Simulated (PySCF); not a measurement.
# C4H5NSSe: the cost of one run

Computed with PySCF 2.14.0 and routines of our own; the level stands in each step. Atoms count from 0.

## Step 1: The starting structure

12 atoms, charge 0, multiplicity 1; geometry from: GFN2-xTB.

## Step 2: Magnetic properties: GIAO KT3/pcSseg-1

Job settings and geometry (Å):

```
{"job": {"kind": "mag", "xc": "KT3", "basis": "pcSseg-1", "isotopologues": 2}, "charge": 0, "multiplicity": 1}
C     -1.665321     0.169147     0.064695
C     -0.325149    -0.484006     0.031057
N     -0.252706    -1.783318     0.079447
Se     1.423762    -2.368541     0.029985
C      1.994571    -0.617859    -0.064938
C      0.916297     0.221442    -0.051487
S      1.095776     1.971561    -0.128609
H     -1.751313     0.822201     0.933415
H     -1.827401     0.757462    -0.838680
H     -2.429546    -0.599915     0.126063
H      3.027873    -0.332596    -0.121854
H     -0.205644     2.243736    -0.085121
```

Method: GIAO KT3/pcSseg-1 magnetisability, rotational g tensor and spin-rotation constants, non-relativistic, gas phase.

On the command line:

```sh
OMP_NUM_THREADS=1 python excited_run.py task.json out
```

One launch serves the whole session: the jobs run in the order shown.

**Question.** How long does this first job take on 1 thread of Arm Neoverse N1, shared host, and how much memory does it need?

About 56 s, with a peak of 0.68 GiB.
